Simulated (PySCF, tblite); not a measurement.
# C₄H₆NOS radical: geometry, infrared bands and EPR parameters

Aim: predict the infrared bands and EPR parameters of C₄H₆NOS radical (`C/N=C/C(=O)[CH]S`).

Computed with tblite 0.8.0 and PySCF 2.14.0, with density-fitted response routines of our own, on a single molecule in the gas phase. Atoms count from 0, in the outputs and in this text.

### Step 1. The molecule as given

13 atoms, charge 0, multiplicity 2; geometry from: force field or distance geometry start.

Bonds of the start (Å): C0–N1 1.45, N1–C2 1.30, C2–C3 1.50, C3–O4 1.23, C3–C5 1.47, C5–S6 1.73, C0–H7 1.10, C0–H8 1.09, C0–H9 1.10, C2–H10 1.10, C5–H11 1.08, S6–H12 1.36.

### Step 2. Optimising the geometry with GFN2-xTB

Job settings and geometry (Å):

```
{"job": {"kind": "relax", "xc": "GFN2-xTB", "basis": "xTB"}, "charge": 0, "multiplicity": 2}
C     -2.477800    -0.071200     0.267400
N     -1.122500    -0.089700    -0.251100
C     -0.209000     0.208300     0.630700
C      1.240600     0.239700     0.253600
O      2.045500     0.529900     1.141900
C      1.611300    -0.110100    -1.126200
S      3.280400    -0.091100    -1.573100
H     -2.557500     0.215200     1.329300
H     -3.071400     0.643700    -0.311800
H     -2.941600    -1.059200     0.151400
H     -0.427400     0.475500     1.676700
H      0.846700    -0.368000    -1.842000
H      3.778100     0.268700    -0.364500
```

Command:

```bash
OMP_NUM_THREADS=1 python probes_run.py task.json out
```

The driver reads the jobs from task.json and runs them one after another.

**Question.** This job is followed by: GFN2-xTB harmonic vibrations, gas phase; UKS B3LYP, pcH-1 on C H N O S, non-relativistic, mean-field spin-orbit, GIAO. Predict these results of the whole session: strongest single infrared mode (GFN2-xTB); zero-point energy (GFN2-xTB); g(iso) (B3LYP); ⟨S²⟩; largest a(iso) (averaged by class); potential on the surface of density 0.002 e/bohr³, 1st and 99th percentile.

The runs gave:

```
                                                                  quantity                  value
                                 strongest single infrared mode (GFN2-xTB)  1557 cm⁻¹, 190 km/mol
                                              zero-point energy (GFN2-xTB)          56.4 kcal/mol
                                                            g(iso) (B3LYP)                2.00691
                                                                      ⟨S²⟩     0.756 (exact 0.75)
                                        largest a(iso) (averaged by class)    13C on C5, 39.7 MHz
potential on the surface of density 0.002 e/bohr³, 1st and 99th percentile     -1.56 V and 0.98 V
```

In words: Relaxing lowered the energy by 0.275 eV in 23 steps; the close pair that moved most is C3–C5, from 1.471 to 1.424 Å. All 33 modes are real, so the xTB geometry is a minimum. The strongest single mode, at 1557 cm⁻¹, moves mainly C3 and O4. Unscaled tight-binding wavenumbers are off by several per cent, some by more. Its intensities can rank the bands wrongly. The largest share of the spin, 0.48 e, sits on C5. The isotropic g lies 4.6 ppt above the free-electron value.
